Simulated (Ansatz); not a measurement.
# FH₃MoN₂O: one species, many methods

An exercise on one series of results from a longer session: the logs are not shown, and one member is left open.

Program: Ansatz 0.2.0, Gaussian basis. Level of theory: functionals in def2-TZVPP, the program's frozen cores in correlated methods. These are calculated values, not measurements.

Plan: LDA (SPW92), PBE-D4, revPBE-D4, BLYP-D4, r2SCAN-D4, B97M-V, PBE0-D4, B3LYP-D4, r2SCANh-D4, r2SCAN0-D4, HSE06-D4, BHLYP-D4, CAM-B3LYP-D4, LC-ωPBE, ωB97X-V, ωB97M-V, B2PLYP, PBE-QIDH; CCSD(T)/def2-SVP; CCSD(T)/def2-TZVPP; MP2/def2-QZVPP; extrapolation to the limit; RPA on PBE.

## The geometry

All runs share one geometry, relaxed beforehand with PBE0-D4 in a triple-zeta def2 set. Mo takes the def2 core potential; no spin-orbit term is included.

SMILES `[NH]=[Mo](=[NH])([OH])[F]`, 8 atoms, charge 0, spin multiplicity 1.

Atoms are counted from 1 here; the program's logs count them from 0.

Bond lengths: N1–Mo2 1.721 Å, N1–H6 1.011 Å, Mo2–N3 1.718 Å, Mo2–O4 1.884 Å, Mo2–F5 1.864 Å, N3–H7 1.010 Å, O4–H8 0.961 Å. Angles: Mo2–N1–H6 152.0°, N1–Mo2–N3 109.9°, N1–Mo2–O4 108.5°, N1–Mo2–F5 108.7°, N3–Mo2–O4 107.3°, N3–Mo2–F5 109.1°, O4–Mo2–F5 113.3°, Mo2–N3–H7 155.9°, Mo2–O4–H8 119.3°.

Coordinates:

```
atom    x (Å)    y (Å)    z (Å)
  N1  -1.0541   0.8923   0.5516
 Mo2   0.0847   0.0443  -0.4212
  N3   1.6362   0.0993   0.3140
  O4  -0.4324  -1.7649  -0.5070
  F5   0.1719   0.8672  -2.0912
  H6  -1.2995   1.4466   1.3610
  H7   2.3173   0.3657   1.0110
  H8  -1.3321  -2.0075  -0.2739
```

Set-up of the first run:

File in.yaml:

```yaml
crystal:
  periodic: [false, false, false]
  atoms:
    - {symbol: N, position_ang: [-1.054081, 0.892291, 0.551577]}
    - {symbol: Mo, position_ang: [0.084721, 0.044329, -0.421247]}
    - {symbol: N, position_ang: [1.636233, 0.099349, 0.314016]}
    - {symbol: O, position_ang: [-0.432362, -1.764925, -0.507026]}
    - {symbol: F, position_ang: [0.171868, 0.867235, -2.091219]}
    - {symbol: H, position_ang: [-1.299453, 1.446562, 1.361049]}
    - {symbol: H, position_ang: [2.317314, 0.365657, 1.010995]}
    - {symbol: H, position_ang: [-1.332140, -2.007498, -0.273945]}
basis:
  gaussian: {orbitals: def2-TZVPP}
hamiltonian: {xc: lda}
output: {orbitals: {seedname: orbitals}}
```

Among the steps run: LDA; PBE-D4 (GGA); revPBE-D4 (GGA); BLYP-D4 (GGA); r2SCAN-D4 (meta-GGA); B97M-V (meta-GGA); PBE0-D4 (hybrid); B3LYP-D4 (hybrid); r2SCANh-D4 (hybrid); r2SCAN0-D4 (hybrid); HSE06-D4 (hybrid); BHLYP-D4 (hybrid); CAM-B3LYP-D4 (range-separated); LC-ωPBE-D4 (range-separated; the results give it without D4); ωB97X-V (range-separated); ωB97M-V (range-separated); B2PLYP (double hybrid); PBE-QIDH (double hybrid).

One of the session's tables, all rows but one given; the rest of the session is left out.

It belongs to the step «Orbital energies across the functionals». 

```
  functional  HOMO (eV)  LUMO (eV)  gap (eV)
 LDA (SPW92)      -6.93      -2.63      4.30
      PBE-D4      -6.73      -2.40      4.33
   revPBE-D4          ?          ?         ?
     BLYP-D4      -6.61      -2.32      4.29
   r2SCAN-D4      -7.04      -2.35      4.69
      B97M-V      -7.08      -2.30      4.78
     PBE0-D4      -8.12      -1.64      6.48
    B3LYP-D4      -7.89      -1.89      6.00
  r2SCANh-D4      -7.56      -2.06      5.50
  r2SCAN0-D4      -8.34      -1.62      6.73
    HSE06-D4      -7.72      -2.02      5.70
    BHLYP-D4      -9.42      -0.77      8.65
CAM-B3LYP-D4      -9.49      -0.59      8.91
     LC-ωPBE     -10.80       0.58     11.39
     ωB97X-V     -10.45       0.51     10.97
     ωB97M-V     -10.37       0.45     10.83
```

Estimate the missing values for revPBE-D4.

**Answer.** HOMO (eV): -6.65; LUMO (eV): -2.31; gap (eV): 4.35. In the column «HOMO (eV)» it lies between PBE-D4 (-6.73) and BLYP-D4 (-6.61).
